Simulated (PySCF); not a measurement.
# C10H17O2P: the cost of one run

Computed with PySCF 2.14.0 and routines of our own; the level stands in each step. Atoms count from 0.

## 1. The system as given

30 atoms, charge 0, multiplicity 1; geometry from: GFN2-xTB.

## 2. Vibronic structure: TDDFT BHandHLYP/def2-SV(P)

The job: settings as JSON, then the geometry in Å.

```
{"job": {"kind": "vib", "xc": "BHandHLYP", "basis": "def2-SV(P)", "tda": false}, "charge": 0, "multiplicity": 1}
O      4.582075    -0.513042    -0.626180
C      3.438948    -0.333231    -0.290896
C      2.581808     0.747967    -0.914672
C      1.599171     1.371365     0.064634
P      0.384147     0.134668     0.694043
O     -0.018508     0.375502     2.083590
C     -1.008336     0.102967    -0.519697
C     -1.906803    -1.107665    -0.213668
C     -3.323811    -0.541311    -0.140709
C     -3.100366     0.846018     0.449722
C     -1.876680     1.353446    -0.308754
C      1.299999    -1.452111     0.462291
C      2.766557    -1.172385     0.769940
H      3.243549     1.503589    -1.345388
H      2.035727     0.285490    -1.742769
H      1.056286     2.194743    -0.406223
H      2.115443     1.775163     0.939336
H     -0.607802     0.063402    -1.534404
H     -1.633868    -1.517338     0.763321
H     -1.808880    -1.897808    -0.957557
H     -3.985505    -1.156593     0.466333
H     -3.749296    -0.456223    -1.142778
H     -3.962347     1.501630     0.336953
H     -2.857023     0.757588     1.508568
H     -2.173731     1.782190    -1.267790
H     -1.343461     2.117385     0.261365
H      0.894030    -2.165085     1.182958
H      1.177461    -1.861132    -0.540113
H      2.824547    -0.616081     1.713591
H      3.338648    -2.094546     0.897300
```

Level: TDDFT BHandHLYP/def2-SV(P) vertical-gradient vibronic structure (displaced harmonic oscillators, Condon), gas phase.

Started as:

```console
$ OMP_NUM_THREADS=1 python excited_run.py task.json out
```

The driver reads the jobs from task.json and runs them one after another.

Q: Estimate the wall time and peak memory of this job on 1 thread of Arm Neoverse N1, shared host.

About 4.4 min, with a peak of 1.8 GiB.
